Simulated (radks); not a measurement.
**Yb inside a hard spherical wall**

Aim: energy, levels and pressure of Yb as a wall, at which all orbitals vanish, closes in. The configuration stays [Xe] 4f14 6s2.

The numbers are computed with radks (a radial shooting solver on a logarithmic mesh, Libxc functionals) version 1 (scalar-relativistic Kohn-Sham, PBE, spin-polarised, spherical densities, point nucleus), except any that are marked as measured or tabulated.

### 1 Starting point

| Item | Value |
| --- | --- |
| element | ytterbium (Z = 70) |
| charge | 0 |
| electrons | 70 |
| configuration | [Xe] 4f14 6s2 |

Outer shells as boxes (Hund's rule):

Yb
```
[Xe] core
4f [↑↓][↑↓][↑↓][↑↓][↑↓][↑↓][↑↓]
6s [↑↓]
```

### 2 The free atom

Settings of this run:

```text
Z 70
configuration [Xe] 4f14 6s2 5d0 6p0 7s0
relativity scalar-relativistic
functional pbe,pbe
spin polarised
nucleus point
c 137.035999084
```

### 3 Wall at 20 bohr

Input: that of step 2 with these lines changed.

```diff
@@ -6,2 +6,3 @@
 nucleus point
+wall 20 bohr
 c 137.035999084
```

### 4 Wall at 10 bohr

Input: that of step 3 with these lines changed.

```diff
@@ -6,3 +6,3 @@
 nucleus point
-wall 20 bohr
+wall 10 bohr
 c 137.035999084
```

### 5 Wall at 8 bohr

Input: that of step 4 with these lines changed.

```diff
@@ -6,3 +6,3 @@
 nucleus point
-wall 10 bohr
+wall 8 bohr
 c 137.035999084
```

### 6 Wall at 7 bohr

Input: that of step 5 with these lines changed.

```diff
@@ -6,3 +6,3 @@
 nucleus point
-wall 8 bohr
+wall 7 bohr
 c 137.035999084
```

### 7 Wall at 5 bohr

Input: that of step 6 with these lines changed.

```diff
@@ -6,3 +6,3 @@
 nucleus point
-wall 7 bohr
+wall 5 bohr
 c 137.035999084
```

### 8 Wall at 2 bohr

Input: that of step 7 with these lines changed.

```diff
@@ -6,3 +6,3 @@
 nucleus point
-wall 5 bohr
+wall 2 bohr
 c 137.035999084
```

**Question.** What will these runs give? Wanted: for each run, R; E − E(free); ε(4f); ε(6p, empty); ε(5d, empty); ε(7s, empty); pressure.

As calculated:

```
R (bohr)  E − E(free) (eV)  ε(4f) (eV)  ε(6p, empty) (eV)  ε(5d, empty) (eV)  ε(7s, empty) (eV)  pressure (GPa)
    free             0.000      -3.018             -1.107             -0.668                  -               0
      20             0.000      -3.018             -1.106             -0.667                  -        < 0.0001
      10             0.053      -2.886             -0.767             -0.489              2.381          0.0449
       8             0.369      -2.450              0.065             -0.006              5.760           0.474
       7             0.958      -1.915              1.113              0.581              9.360            1.60
       5             6.731       0.788              7.768              3.757             28.730            23.8
       2            490.70      57.704             205.98             81.534             436.29           23065
```

In words: Eigenvalues are for spin up. At the tightest wall, 2 bohr, the energy stands 490.70 eV above the free atom and the pressure, −dE/dV, is 23065 GPa. Of the levels in the table that exist at both ends, 6p (empty) rises most from the free atom (207.08 eV). From R = 5 bohr inwards the highest occupied level lies above zero, pushed up by confinement. Shells are not refilled when levels cross, and a hard wall is a model, not a crystal.
